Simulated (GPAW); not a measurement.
A calculation with GPAW 26.7.0 of LiBe (ASE script, structure typed inline):

Contents of run.py:

```python
from ase import Atoms
from ase.dft.bandgap import bandgap
from ase.io import write
from ase.units import GPa
from gpaw import GPAW, PW

atoms = Atoms(['Be', 'Li'],
              cell=[[2.811153, 0.0, 0.0],
                    [0.0, 2.811153, 0.0],
                    [0.0, 0.0, 2.811153]],
              scaled_positions=[[0.5, 0.5, 0.5],
                                [0.0, 0.0, 0.0]],
              pbc=True)

calc = GPAW(mode=PW(800),
            xc='PBE',
            kpts={'size': (9, 9, 9), 'gamma': True},
            occupations={'name': 'fermi-dirac', 'width': 0.05},
            nbands=8,
            convergence={'density': 1e-05, 'energy': 1e-05},
            maxiter=150,
            txt='gpaw.txt')
atoms.calc = calc
energy = atoms.get_potential_energy()
forces = atoms.get_forces()
stress = atoms.get_stress()
calc.write('gs.gpw')
write('result.traj', atoms)
print(f'Energy: {energy:.6f} eV')
print('Forces (eV/A):')
print(forces.round(4))
print('Stress (GPa):', (stress / GPa).round(3))
print('Fermi level:', round(calc.get_fermi_level(), 4), 'eV')
print(f'Gap: {bandgap(calc)[0]:.4f} eV, direct: {bandgap(calc, direct=True)[0]:.4f} eV')
```

Potentials or basis: GPAW PAW data sets (gpaw-data 1.2.1), pw.

Command:

```console
$ OMP_NUM_THREADS=1 python run.py
```

The cell comes from a database or a generator and needn't be the stable form of this composition.

Problem. Write the same calculation in another form: native input, structure from a P1 CIF.

Solution. As run:

The input run.py:

```python
from ase.io import read
from gpaw import PW
from gpaw.dft import DFT

atoms = read('LiBe.cif')

dft = DFT(atoms,
          mode=PW(800),
          xc='PBE',
          kpts={'size': (9, 9, 9), 'gamma': True},
          occupations={'name': 'fermi-dirac', 'width': 0.05},
          nbands=8,
          convergence={'density': 1e-05, 'energy': 1e-05},
          maxiter=150,
          txt='gpaw.txt')
print(f'Energy: {dft.calculate_energy():.6f} eV')
print('Forces (eV/A):')
print(dft.calculate_forces().round(4))
print('Stress (eV/A^3):', dft.calculate_stress().round(6))
dft.write_gpw_file('gs.gpw')
```

Contents of LiBe.cif:

```cif
data_LiBe
_cell_length_a 2.81115300
_cell_length_b 2.81115300
_cell_length_c 2.81115300
_cell_angle_alpha 90.00000000
_cell_angle_beta 90.00000000
_cell_angle_gamma 90.00000000
_space_group_name_H-M_alt 'P1'
_space_group_name_Hall 'P 1'
_space_group_IT_number 1
loop_
_space_group_symop_operation_xyz
'x,y,z'
loop_
_atom_site_label
_atom_site_type_symbol
_atom_site_symmetry_multiplicity
_atom_site_Wyckoff_symbol
_atom_site_fract_x
_atom_site_fract_y
_atom_site_fract_z
_atom_site_occupancy
Be1 Be 1 a 0.5000000000 0.5000000000 0.5000000000 1
Li1 Li 1 a 0.0000000000 0.0000000000 0.0000000000 1
```

Potentials or basis: GPAW PAW data sets (gpaw-data 1.2.1), pw.

The run is started by

```sh
$ OMP_NUM_THREADS=1 python run.py
```

Both were run:

|  | ASE script, structure typed inline | native input, structure from a P1 CIF |
| --- | --- | --- |
| Pressure | 1.1 GPa | 1.1 GPa |
| Band gap on the k mesh | none (metal or under the smearing width) | none (metal or under the smearing width) |

Keys that steer only the numerical path or the files written may differ.
